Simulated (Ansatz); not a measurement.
## CsSrF3 and its elements: a formation energy from the elements, step by step

Program: Ansatz's Python interface.

Run as a notebook:

**Cell 1**
```python
from collections import Counter
import warnings

import ansatz as az
import numpy as np
```

**Cell 2**
```python
PHASES = {
    "CsSrF3": (
        [(4.763247, 0.0, 0.0), (0.0, 4.763247, 0.0), (0.0, 0.0, 4.763247)],
        [
            ("Cs", (0.0, 0.0, 0.0)),
            ("Sr", (0.5, 0.5, 0.5)),
            ("F", (0.0, 0.5, 0.5)),
            ("F", (0.5, 0.0, 0.5)),
            ("F", (0.5, 0.5, 0.0)),
        ],
    ),
    "Cs": (
        [(-3.0335, 3.0335, 3.0335), (3.0335, -3.0335, 3.0335), (3.0335, 3.0335, -3.0335)],
        [
            ("Cs", (0.0, 0.0, 0.0)),
        ],
    ),
    "Sr": (
        [(0.0, 3.04235, 3.04235), (3.04235, 0.0, 3.04235), (3.04235, 3.04235, 0.0)],
        [
            ("Sr", (0.0, 0.0, 0.0)),
        ],
    ),
    "F2": (
        [(9.0, 0.0, 0.0), (0.0, 9.5, 0.0), (0.0, 0.0, 10.0)],
        [
            ("F", (0.5, 0.5, 0.429)),
            ("F", (0.5, 0.5, 0.571)),
        ],
    ),
}
```

**Cell 3**
```python
def build(vectors, sites):
    crystal = az.Crystal(lattice=az.Lattice.of(vectors))
    for symbol, position in sites:
        crystal = crystal.atom(symbol, position)
    return crystal
```

**Cell 4**
```python
GASES = {"F2"}
```

**Cell 5**
```python
def run_phase(name, crystal):
    calc = crystal.calculation()
    calc = calc.functional("LDA").basis(510)
    calc = calc.kpoints(spacing=0.15).occupations("cold", width=0.05)
    calc = calc.stress()
    if name in GASES:
        return calc.kpoints(1, 1, 1).relax(force_tolerance=0.02, max_steps=60).run(threads=1)
    calc = calc.relax(force_tolerance=0.02, max_steps=60, cell=True)
    return calc.run(threads=1)
```

**Cell 6**
```python
def counts(outcome):
    return Counter(site.symbol for site in outcome.lattice.sites)
```

**Cell 7**
```python
def formation_energy(outcome, mu):
    n = counts(outcome)
    return (outcome.report["energy_sigma0_ev"] - sum(k * mu[element] for element, k in n.items())) / sum(n.values())
```

**Cell 8**
```python
def volume_per_atom(outcome):
    return abs(np.linalg.det(outcome.lattice.cell_ang)) / len(outcome.lattice.sites)
```

**Cell 9**
```python
warnings.simplefilter("ignore", az.DeckWarning)
```

**Cell 10**
```python
phases = {name: build(*cell) for name, cell in PHASES.items()}
```

**Cell 11**
```python
done = {}
for name, crystal in phases.items():
    done[name] = run_phase(name, crystal)
    print(f"{name}: {done[name].report['energy_sigma0_ev']:.4f} eV, {len(done[name].lattice.sites)} atoms")
```
Output:
```text
CsSrF3: -11339.3842 eV, 5 atoms
Cs: -5504.8623 eV, 1 atoms
Sr: -3444.3173 eV, 1 atoms
F2: -1581.4098 eV, 2 atoms
```

**Cell 12**
```python
# energy of one atom in its reference phase
references = {"Cs": "Cs", "Sr": "Sr", "F": "F2"}
mu = {element: done[name].report["energy_sigma0_ev"] / len(done[name].lattice.sites) for element, name in references.items()}
```

**Cell 13**
```python
target = done["CsSrF3"]
heat = formation_energy(target, mu)
n = counts(target)
print("cell content:", dict(n), " volume", round(volume_per_atom(target), 3), "A^3/atom")
print("formation energy", round(heat, 4), "eV/atom,", round(heat * sum(n.values()), 4), "eV per cell")
print("bound against the elements" if heat < 0 else "unbound against the elements")
# no correction for the overbinding of the gas molecule is applied
```
Output:
```text
cell content: {<Element.CS: 'Cs'>: 1, <Element.SR: 'Sr'>: 1, <Element.F: 'F'>: 3}  volume 20.087 A^3/atom
formation energy -3.618 eV/atom, -18.09 eV per cell
bound against the elements
```

What to keep in mind:
- Total energies depend on the potentials; only differences at equal settings carry meaning.
- For the metals among these phases the mesh is modest: differences between phases can be off by up to 40 meV an atom.
- The program warned that this SCF threshold is loose for forces or stresses.
- The cells come from databases of deposited and of computed structures, and not all need be stable phases.
- The compound is the structure given, not necessarily its lowest; energies are at zero temperature, with no correction for gases. A semilocal functional's error on such energies is often 0.05 to 0.1 eV an atom, and 0.1 to 0.3 eV against gases such as O2 or F2.
- The script silences the warnings on its input, which a real study should read.
- It ran for 52 s on 1 thread of Arm Neoverse V2, on a shared host, peak memory 0.6 GiB.
